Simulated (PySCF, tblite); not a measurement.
# C2H8N2O2Si2: geometry, infrared bands and NMR shifts

What infrared bands and NMR shifts should C2H8N2O2Si2 (`CC(=O)O[SiH]1N[SiH2]N1`) show?

The runs use tblite 0.8.0 and PySCF 2.14.0, with density-fitted response routines of our own; the level of theory stands in each step. All values are computed, except where a source is named. Atoms count from 0, in the outputs and in this text.

## 1. The starting structure

16 atoms, charge 0, multiplicity 1; geometry from: force field or distance geometry start.

Bonds of the start (Å): C0–C1 1.49, C1–O2 1.23, C1–O3 1.36, O3–Si4 1.64, Si4–N5 1.71, N5–Si6 1.70, Si6–N7 1.70, N7–Si4 1.69, C0–H8 1.10, C0–H9 1.09, C0–H10 1.09, Si4–H11 1.47, N5–H12 1.00, Si6–H13 1.48, Si6–H14 1.46, N7–H15 1.02.

## 2. Geometry optimisation with GFN2-xTB

The job: settings as JSON, then the geometry in Å.

```
{"job": {"kind": "relax", "xc": "GFN2-xTB", "basis": "xTB"}, "charge": 0, "multiplicity": 1}
C     -3.102700     0.174900    -0.375900
C     -1.903800     0.385700     0.474800
O     -1.938300     0.604000     1.689500
O     -0.780200     0.286500    -0.276600
Si     0.722200     0.422100     0.360200
N      1.818100     0.573000    -0.939600
Si     2.872200    -0.508500    -0.148500
N      1.435000    -1.104200     0.536300
H     -4.005700     0.250900     0.243900
H     -3.087400    -0.818400    -0.821900
H     -3.155300     0.948400    -1.148800
H      0.987400     1.350600     1.464500
H      1.401200     0.030400    -1.671700
H      3.705900     0.138900     0.883100
H      3.444200    -1.464100    -1.095300
H      1.579600    -1.261100     1.532500
```

Launch:

```console
OMP_NUM_THREADS=1 python probes_run.py task.json out
```

This one command runs all jobs of the session in turn.

**Question.** This job is followed by: GFN2-xTB harmonic vibrations, gas phase; GIAO PBE0/pcSseg-1 NMR shielding, non-relativistic, gas phase. Predict these results of the whole session: strongest single infrared mode (GFN2-xTB); zero-point energy (GFN2-xTB); 13C shifts against TMS (PBE0/pcSseg-1); 1H shifts against TMS (PBE0/pcSseg-1, means over atoms taken as alike); 17O shifts against H2O (PBE0/pcSseg-1); 29Si shifts against TMS (PBE0/pcSseg-1); 15N shifts against NH3 (PBE0/pcSseg-1, means over atoms taken as alike).

The runs gave:

| quantity | value |
| --- | --- |
| strongest single infrared mode (GFN2-xTB) | 1241 cm⁻¹, 567 km/mol |
| zero-point energy (GFN2-xTB) | 66.9 kcal/mol |
| 13C shifts against TMS (PBE0/pcSseg-1) | 178.2, 24.3 ppm |
| 1H shifts against TMS (PBE0/pcSseg-1, means over atoms taken as alike) | 5.79, 5.62, 5.60, 2.18, 0.38 ppm |
| 17O shifts against H2O (PBE0/pcSseg-1) | 466.4, 253.6 ppm |
| 29Si shifts against TMS (PBE0/pcSseg-1) | -27.7, -36.2 ppm |
| 15N shifts against NH3 (PBE0/pcSseg-1, means over atoms taken as alike) | 29.6 ppm |

In words: Over 114 steps the energy fell by 1.425 eV; of the close pairs, Si4–Si6 changed most, 2.397 to 2.566 Å. No mode is imaginary among the 42: a minimum at this level. The strongest single mode, at 1241 cm⁻¹, moves mainly C1. GFN2-xTB is a fitted tight-binding method: band positions and strengths are rough. Its intensities can rank the bands wrongly. At PBE0/pcSseg-1: The widest tensor belongs to O2: span 603 ppm, with a paramagnetic part of -535 ppm.
